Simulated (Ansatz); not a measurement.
## MgS, space group F-43m: Wannier functions of the valence bands

Run with the Ansatz DFT code, driven from Python.

The script reads `mgs.cif`:
```cif
data_MgS
_cell_length_a 4.006637
_cell_length_b 4.006637
_cell_length_c 4.006637
_cell_angle_alpha 60.00000
_cell_angle_beta 60.00000
_cell_angle_gamma 60.00000
_symmetry_space_group_name_H-M 'P 1'
_symmetry_Int_Tables_number 1
loop_
_symmetry_equiv_pos_as_xyz
'x, y, z'
loop_
_atom_site_label
_atom_site_type_symbol
_atom_site_fract_x
_atom_site_fract_y
_atom_site_fract_z
Mg1 Mg    0.000000    0.000000    0.000000
S2 S    0.750000    0.750000    0.750000
```

`wannier_mgs.py`:
```python
# -*- coding: utf-8 -*-
"""Localising the top valence bands of MgS."""

from pathlib import Path

import ansatz as az
from ase.io import read
import tomllib

atoms = read("mgs.cif")
structure = az.Crystal.from_ase(atoms)

job = (
    structure.calculation()
    .functional("PBEsol")
    .kpoints(6, 6, 6, center="gamma")
    .scf(tolerance=1e-10)
    .occupations("fixed")
    .wannier(mesh=(4, 4, 4), projections=[az.TrialShell("S", "p")], minimise=True)
)
done = job.run(threads=1, runs_dir="w90")
spreads = tomllib.loads(Path(done.output_folder, "results", "wannier.spreads.toml").read_text())
print("converged:", spreads["converged"], "in", spreads["n_iter"], "steps; least projectability", round(spreads["least_projectability"], 3))
print("invariant, diagonal, off-diagonal spread (A^2):", *(round(spreads[k], 4) for k in ("omega_i_ang2", "omega_d_ang2", "omega_od_ang2")))
for function in spreads["wannier"]:
    print("centre", [round(v, 3) for v in function["r"]], "spread", round(function["spread"], 4))
```

```console
$ python wannier_mgs.py
DeckWarning: basis.ecutwfc = 420 eV, auto-derived from the records' recommended cutoffs: set by Mg (normal level)
converged: True in 20 steps; least projectability 0.9
invariant, diagonal, off-diagonal spread (A^2): 5.2481 0.0002 0.0678
centre [5.956, 3.529, 2.496] spread 1.7721
centre [6.035, 3.394, 2.496] spread 1.7721
centre [6.035, 3.484, 2.368] spread 1.7721
```
(Warnings from the package without file and line.)

This cell is a computed structure, which may not be the phase found in nature. It ran for 2 s on 1 thread of Arm Neoverse V2 (shared host), peak memory 0.37 GiB.
